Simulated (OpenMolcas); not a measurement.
# Pt⁴⁺ among point charges: CASSCF and CASPT2 levels and susceptibility

Aim: the splitting of the states of Pt⁴⁺ in the field of 4 point charges, its lowest levels with spin-orbit coupling and its magnetic susceptibility.

Method: state-averaged CASSCF and CASPT2, spin-orbit coupling by RASSI with atomic mean-field integrals. Code: OpenMolcas 26.06.

### Step 1. Starting point

| Quantity | Value |
| --- | --- |
| Species | Pt⁴⁺ (platinum, Z = 78, 74 electrons) |
| Basis | ANO-RCC-VDZP [7s6p4d2f], 59 functions |
| Scalar Hamiltonian | DKH2, point nucleus |
| Inactive shells | 1s 2s 2p 3s 3p 3d 4s 4p 4d 4f 5s 5p |
| Active space | 6 electrons in 5 orbitals (5d) |
| Some configurations of this space | 5d6 |
| Orbitals | optimised for each spin and parity, averaged over all roots |

The outer shells:

5d6
```
5d [↑↓][↑ ][↑ ][↑ ][↑ ]
```

The ion sits among 4 point charges of -2.5 e arranged as a square (D4h), 1.96 Å from the ion.

The work runs as a chain of OpenMolcas steps in one folder; each step below is one input file. Labels, J, g values, rates, χT and fits are worked out afterwards by a script from the matrices that RASSI stores. The input lists half of the charges; inversion (Group=XYZ) makes the rest.

### Step 2. Basis and integrals

File a.inp:

```
&GATEWAY
Coord
1

Pt 0.0 0.0 0.0
Basis=ANO-RCC-VDZP
Group=XYZ
NoMove
AngMom=0.0 0.0 0.0
AMFI
XField
2 Angstrom 0
1.960000 0.000000 0.000000 -2.500000
0.000000 1.960000 0.000000 -2.500000
&SEWARD
```

On the command line:

```bash
$ OMP_NUM_THREADS=1 MOLCAS_MEM=1689 MOLCAS_PROJECT=a pymolcas a.inp > a.log
```

### Step 3. CASSCF: quintets of even parity, 5 roots

File a.inp:

```
&RASSCF
FileOrb=start.orb
Symmetry=1
Spin=5
nActEl=6 0 0
Inactive=15 19
Ras2=5 0
CIRoot=5 5 1
SDav=5
CIMx=300
Iter=120 100
PrWF=0.3
OrbListing=Nothing
MaxOrb=0
>>> COPY $Project.JobIph JOB001
```

start.orb holds the contracted functions of the basis, ordered by shell, or the orbitals of the step before.

### Step 4. Reference wave functions, triplets of even parity, 45 roots

File a.inp:

```
&RASSCF
FileOrb=start.orb
Symmetry=1
Spin=3
nActEl=6 0 0
Inactive=15 19
Ras2=5 0
CIRoot=45 45 1
SDav=45
CIMx=300
Iter=120 100
PrWF=0.3
OrbListing=Nothing
MaxOrb=0
>>> COPY $Project.JobIph JOB002
```

### Step 5. CASSCF: singlets of even parity, 50 roots

File a.inp:

```
&RASSCF
FileOrb=start.orb
Symmetry=1
Spin=1
nActEl=6 0 0
Inactive=15 19
Ras2=5 0
CIRoot=50 50 1
SDav=50
CIMx=300
Iter=120 100
PrWF=0.3
OrbListing=Nothing
MaxOrb=0
>>> COPY $Project.JobIph JOB003
```

### Step 6. State interaction with spin-orbit coupling

File a.inp:

```
&RASSI
NrOfJobIphs=3 5 45 50
1 2 3 4 5
1 2 3 4 5 6 7 8 9 10 11 12 13 14 15 16 17 18 19 20 21 22 23 24 25 26 27
28 29 30 31 32 33 34 35 36 37 38 39 40 41 42 43 44 45
1 2 3 4 5 6 7 8 9 10 11 12 13 14 15 16 17 18 19 20 21 22 23 24 25 26 27
28 29 30 31 32 33 34 35 36 37 38 39 40 41 42 43 44 45 46 47 48 49 50
IphNames
JOB001
JOB002
JOB003
EJob
SpinOrbit
DIPRint=1.0
SOCoupling=1000.0
Subsets=2
Property=9
'ANGMOM' 1 'ANGMOM' 2 'ANGMOM' 3 'MLTPL  1' 1 'MLTPL  1' 2 'MLTPL  1' 3
'AMFI' 1 'AMFI' 2 'AMFI' 3
SOProperty=3
'ANGMOM' 1 'ANGMOM' 2 'ANGMOM' 3
```

### Step 7. CASPT2: IPEA 0.25, imaginary shift 0.1 (closed shells correlated: 5s 5p)

File a.inp:

```
>>> COPY JOB001 $Project.JobIph
&CASPT2
Multistate=5 1 2 3 4 5
NoMult
Frozen=14 16
IPEA=0.25
Imaginary=0.1
MaxIter=60
WThr=0.0 0.3 0.05
PrWF=0.5
NoMix
>>> COPY JOB002 $Project.JobIph
&CASPT2
Multistate=45 1 2 3 4 5 6 7 8 9 10 11 12 13 14 15 16 17 18 19 20 21 22
23 24 25 26 27 28 29 30 31 32 33 34 35 36 37 38 39 40 41 42 43 44 45
NoMult
Frozen=14 16
IPEA=0.25
Imaginary=0.1
MaxIter=60
WThr=0.0 0.3 0.05
PrWF=0.5
NoMix
>>> COPY JOB003 $Project.JobIph
&CASPT2
Multistate=50 1 2 3 4 5 6 7 8 9 10 11 12 13 14 15 16 17 18 19 20 21 22
23 24 25 26 27 28 29 30 31 32 33 34 35 36 37 38 39 40 41 42 43 44 45 46
47 48 49 50
NoMult
Frozen=14 16
IPEA=0.25
Imaginary=0.1
MaxIter=60
WThr=0.0 0.3 0.05
PrWF=0.5
NoMix
```

(Steps that only read results are left out.)

Before running it: what results should come out? Wanted: spin-free ground state; first state of the same spin within the active space; lowest level; next level.

The runs gave:

| quantity | value |
| --- | --- |
| method | SS-CASPT2, IPEA 0.25, imaginary shift 0.1 (closed shells correlated: 5s 5p) |
| spin-free ground state | 5A1, 1-fold in its orbital part |
| first state of the same spin within the active space | 5E at 10200 cm⁻¹ |
| lowest level | 1-fold A1 |
| next level | 1980.9 cm⁻¹ |
| χT at 300 K | 0.72 cm³ K/mol |
| effective moment at 300 K | 2.40 μB |

Cost by method:

| method | time of its own steps | time with the reference |
| --- | --- | --- |
| A. CASSCF | 19 s | 19 s |
| B. SS-CASPT2, IPEA 0.25, imaginary shift 0.1, +5s 5p | 6.1 s | 25 s |

Times are of one thread on a shared host.

**Reading.** The spin-free ground state (5A1) comes to 100 % from free-ion D terms and keeps the highest spin of the shell. χT at 300 K is 0.72, against 3.01 cm³ K/mol for the spin alone, so spin-orbit coupling lowers it. An active space of the d shell alone favours high spin; real ions in strong fields can be low spin. The field of point charges can differ much from that of real complexes. With metal d orbitals alone active, the gaps between spin states are rough; where two lie within a few thousand cm-1, their order is open. Point charges carry no covalency, so the field is a model and not that of real ligands.
